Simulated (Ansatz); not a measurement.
**One shape, several levels: SnS (SMILES [S][Sn])**

Aim: a comparison of 6 runs (HF/STO-3G, UHF/STO-3G, UPBE0/STO-3G, r2SCAN/STO-3G, RPA@PBE/STO-3G, UMP2/STO-3G) of SnS. 

Program for the calculation: Ansatz 0.2.0.

53 further runs of the same task are left out: 19 that didn't finish, 34 set aside as unsound or not needed.

## (1) The system as given

SnS: 2 atoms, total charge 0, spin state singlet. SMILES: `[S][Sn]`. The Sn2–S1 distance was set to 5.523 Å, away from the relaxed value.

## (2) The energy at HF/STO-3G (run 1)

in.yaml reads:

```yaml
crystal:
  periodic: [false, false, false]
  atoms:
    - symbol: S
      position_ang: [0.000000, 0.000000, -3.313574]
    - symbol: Sn
      position_ang: [0.000000, 0.000000, 2.209026]
basis:
  gaussian:
    orbitals: STO-3G
accuracy: high
hamiltonian:
  xc: hf
```

Started as:

```sh
$ ansatz run in.yaml --threads 1 --pin off --max-ram 2610MiB --events-out events.jsonl --progress --plain --runs-dir runs
```

Log:

```text
Warning: RAYON_NUM_THREADS=1 ignored (pool sized by the plan → 1); use --threads N
Functional definition: HF
  name "HF"
  exchange = exact_x
  correlation = 0
582 factors; integrals over basis functions are off by at most 5.0e-9 eV
mean field evaluation 1: about -172933.4684 eV, gradient 3.9e0 eV
mean field evaluation 2: about -172933.4817 eV, gradient 3.9e0 eV
mean field evaluation 4: about -172815.7409 eV, gradient 2.2e1 eV
mean field evaluation 8: about -172960.1054 eV, gradient 4.8e-1 eV
mean field evaluation 16: about -172960.1027 eV, gradient 1.9e-2 eV
mean field evaluation 32: about -172960.0800 eV, gradient 2.9e-1 eV
mean field evaluation 64: about -172960.1065 eV, gradient 6.1e-2 eV
mean field -172960.10842488 eV, -6356.1667480421 hartree, gradient 1.5e-8 eV, S^2 0.000000; 5 other end points of the search recorded, 0 dependent functions left out
reference -172960.10842488 eV, -6356.1667480421 hartree; 33, 33 occupied and 3, 3 virtual orbitals, 582 factors
Total energy: -172960.10842488 eV, -6356.1667480421 hartree
```

It took 1.5 s on 1 thread of Arm Neoverse V1, shared host.

## (3) A single-point energy at UHF/STO-3G (run 2)

job.yaml reads:

```yaml
basis:
  gaussian: {orbitals: STO-3G}
crystal:
  periodic: [false, false, false]
  atoms:
    - {symbol: S, position_ang: [0.000000, 0.000000, -3.313574]}
    - {symbol: Sn, position_ang: [0.000000, 0.000000, 2.209026]}
magnetization: {spin_polarized: true}
hamiltonian: {xc: hf}
accuracy: high
```

Started as:

```sh
$ ansatz run job.yaml --threads 1 --pin off --max-ram 2610MiB --events-out events.jsonl --progress --plain --runs-dir runs
```

Log:

```text
Warning: RAYON_NUM_THREADS=1 ignored (pool sized by the plan → 1); use --threads N
[... 4 set-up lines as earlier in the session ...]
582 factors; integrals over basis functions are off by at most 5.0e-9 eV
mean field evaluation 1: about -172933.4684 eV, gradient 2.7e0 eV
mean field evaluation 2: about -172933.4817 eV, gradient 2.7e0 eV
mean field evaluation 4: about -172815.7408 eV, gradient 1.5e1 eV
mean field evaluation 8: about -172959.3138 eV, gradient 4.7e0 eV
mean field evaluation 16: about -172960.4068 eV, gradient 1.9e0 eV
mean field evaluation 32: about -172963.1794 eV, gradient 1.1e-6 eV
mean field evaluation 64: about -172963.1829 eV, gradient 3.5e-5 eV
mean field evaluation 96: about -172963.1779 eV, gradient 1.4e-1 eV
mean field evaluation 128: about -172963.1829 eV, gradient 4.2e-5 eV
mean field evaluation 160: about -172964.7260 eV, gradient 2.4e-3 eV
mean field evaluation 192: about -172964.7209 eV, gradient 3.4e-3 eV
mean field evaluation 224: about -172964.7258 eV, gradient 1.7e-2 eV
mean field -172964.72915350 eV, -6356.3365566867 hartree, gradient 2.2e-8 eV, S^2 2.000008; 9 other end points of the search recorded, 0 dependent functions left out
reference -172964.72915350 eV, -6356.3365566867 hartree; 33, 33 occupied and 3, 3 virtual orbitals, 582 factors
Total energy: -172964.72915350 eV, -6356.3365566867 hartree
```

Run time: 12 s. Hardware: 1 thread of Arm Neoverse V1, shared host; peak memory 0.16 GiB.

Runs 3 to 4 aren't shown in full; the table further down has their settings and results.

## (4) The energy at RPA@PBE/STO-3G (run 5)

in.yaml reads:

```yaml
crystal:
  periodic: [false, false, false]
  atoms:
    - {symbol: S, position_ang: [0.000000, 0.000000, -3.313574]}
    - {symbol: Sn, position_ang: [0.000000, 0.000000, 2.209026]}
basis:
  gaussian:
    orbitals: STO-3G
correlation:
  method: rpa
  frozen_orbitals: {S: 5, Sn: 18}
hamiltonian:
  xc: pbe
accuracy: high
magnetization:
  spin_polarized: false
  initial_magnetization: 0
```

Started as:

```sh
$ ansatz run in.yaml --threads 1 --pin off --max-ram 2610MiB --events-out events.jsonl --progress --plain --runs-dir runs
```

Log:

```text
Warning: RAYON_NUM_THREADS=1 ignored (pool sized by the plan → 1); use --threads N
Functional definition: PBE
  name "PBE"
  parameter kappa = 0.804
  parameter beta = 0.06672455060314922
  exchange = pbe_x(kappa = kappa, mu = beta*pi^2/3)
  correlation = pbe_c(beta = beta)
582 factors; integrals over basis functions are off by at most 5.0e-9 eV
mean field evaluation 1: about -172980.6910 eV, gradient 5.0e0 eV
mean field evaluation 2: about -172980.6890 eV, gradient 5.0e0 eV
mean field evaluation 4: about -172862.4316 eV, gradient 3.1e1 eV
mean field evaluation 8: about -172994.5918 eV, gradient 4.1e1 eV
mean field evaluation 16: about -173009.6257 eV, gradient 1.1e-4 eV
mean field evaluation 32: about -173009.6228 eV, gradient 5.7e-9 eV
mean field evaluation 64: about -173007.4823 eV, gradient 5.8e-9 eV
mean field evaluation 96: about -173009.1891 eV, gradient 2.3e0 eV
mean field evaluation 128: about -172988.0528 eV, gradient 4.9e1 eV
mean field evaluation 160: about -173009.6194 eV, gradient 2.8e-2 eV
mean field evaluation 192: about -173009.4957 eV, gradient 6.4e0 eV
mean field -173009.62567894 eV, -6357.9864735650 hartree, gradient 9.2e-8 eV, S^2 0.000000; 13 other end points of the search recorded, 0 dependent functions left out; unrestricted orbitals would lower it
unrestricted determinant -172964.72915226 eV, -6356.3365566413 hartree, S^2 2.0000
23 core orbitals not correlated: weight in the atoms' cores, before any rotation towards them, 1.000 or more for the frozen orbitals, at most 0.000 for the correlated occupied ones
reference -172952.28834107 eV, -6355.8793652629 hartree; 10, 10 occupied and 3, 3 virtual orbitals, 582 factors
Total energy: -172967.71286088 eV, -6356.4462059107 hartree
```

Run time: 17 s. Hardware: 1 thread of Arm Neoverse V1, shared host; peak memory 0.14 GiB.

## (5) A single-point energy at UMP2/STO-3G (run 6)

run.yaml reads:

```yaml
crystal:
  periodic: [false, false, false]
  atoms:
    - {symbol: S, position_ang: [0.000000, 0.000000, -3.313574]}
    - {symbol: Sn, position_ang: [0.000000, 0.000000, 2.209026]}
basis:
  gaussian: {orbitals: STO-3G}
magnetization: {spin_polarized: true, initial_magnetization: 0}
correlation: {method: mp2, frozen_orbitals: {S: 5, Sn: 18}}
accuracy: high
```

Started as:

```sh
$ ansatz run run.yaml --threads 1 --pin off --max-ram 2610MiB --events-out events.jsonl --progress --plain --runs-dir runs
```

Log:

```text
Warning: RAYON_NUM_THREADS=1 ignored (pool sized by the plan → 1); use --threads N
[... 4 set-up lines as earlier in the session ...]
582 factors; integrals over basis functions are off by at most 5.0e-9 eV
mean field evaluation 1: about -172933.4684 eV, gradient 2.7e0 eV
mean field evaluation 2: about -172933.4817 eV, gradient 2.7e0 eV
mean field evaluation 4: about -172815.7408 eV, gradient 1.5e1 eV
mean field evaluation 8: about -172959.3138 eV, gradient 4.7e0 eV
mean field evaluation 16: about -172960.4068 eV, gradient 1.9e0 eV
mean field evaluation 32: about -172963.1794 eV, gradient 1.1e-6 eV
mean field evaluation 64: about -172963.1829 eV, gradient 3.5e-5 eV
mean field evaluation 96: about -172963.1794 eV, gradient 4.7e-4 eV
mean field evaluation 128: about -172963.1811 eV, gradient 8.4e-3 eV
mean field evaluation 160: about -172964.7287 eV, gradient 3.9e-1 eV
mean field evaluation 192: about -172964.7280 eV, gradient 1.6e-2 eV
mean field evaluation 224: about -172964.7209 eV, gradient 1.3e-6 eV
mean field evaluation 256: about -172964.7246 eV, gradient 1.7e-2 eV
mean field evaluation 288: about -172961.8611 eV, gradient 1.6e-3 eV
mean field evaluation 320: about -172963.1746 eV, gradient 9.0e-9 eV
mean field -172964.72915350 eV, -6356.3365566867 hartree, gradient 2.2e-8 eV, S^2 2.000008; 21 other end points of the search recorded, 0 dependent functions left out
23 core orbitals not correlated: weight in the atoms' cores, before any rotation towards them, 1.000 or more for the frozen orbitals, at most 0.000 for the correlated occupied ones
reference -172964.72915350 eV, -6356.3365566867 hartree; 10, 10 occupied and 3, 3 virtual orbitals, 582 factors
second order -0.20018832 eV of doubles, -0.00000000 eV of singles
Total energy: -172964.92934181 eV, -6356.3439134718 hartree
```

It took 18 s on 1 thread of Arm Neoverse V1, shared host; peak memory 0.16 GiB.

## (6) Overview of the runs

```tsv
run	level	frozen core orbitals	energy (Eh)	wall time
1	HF/STO-3G	–	-6356.166748	1.5 s
2	UHF/STO-3G	–	-6356.336557	12 s
3	UPBE0/STO-3G	–	-6358.456386	57 s
4	r2SCAN/STO-3G	–	-6358.925653	41 s
5	RPA@PBE/STO-3G	23	-6356.446206	17 s
6	UMP2/STO-3G	23	-6356.343913	18 s
```

## (7) Summary of results

| quantity | value |
| --- | --- |
| run 6: total energy | -6356.34391 Eh |
| run 6: correlation energy (23 core orbitals frozen) | -7.4 mEh |
| run 6: ⟨S²⟩ of the reference determinant | 2.000 |

Totals of different functionals can't be ranked against each other. In run 5 the log says that unrestricted orbitals would lower the reference, so the values rest on an unstable closed-shell determinant (other closed-shell runs at this shape may share the fault). In runs 1, 2, 3, 4, 5, 6 the basis is minimal, so the values are rough. In runs 1, 4, 5 a closed-shell determinant meets a far-stretched bond, which it describes badly. In runs 1, 2, 3, 4, 5, 6 relativity is left out where basis or elements ask for it. Spin contamination of the reference: run 2 ⟨S²⟩ = 2.00, run 6 ⟨S²⟩ = 2.00, run 3 ⟨S²⟩ = 2.00. Where it is this large, the reference is a mixture of spin states, and values that rest on it are in doubt. All runs together took 2.5 min, the longest 57 s.
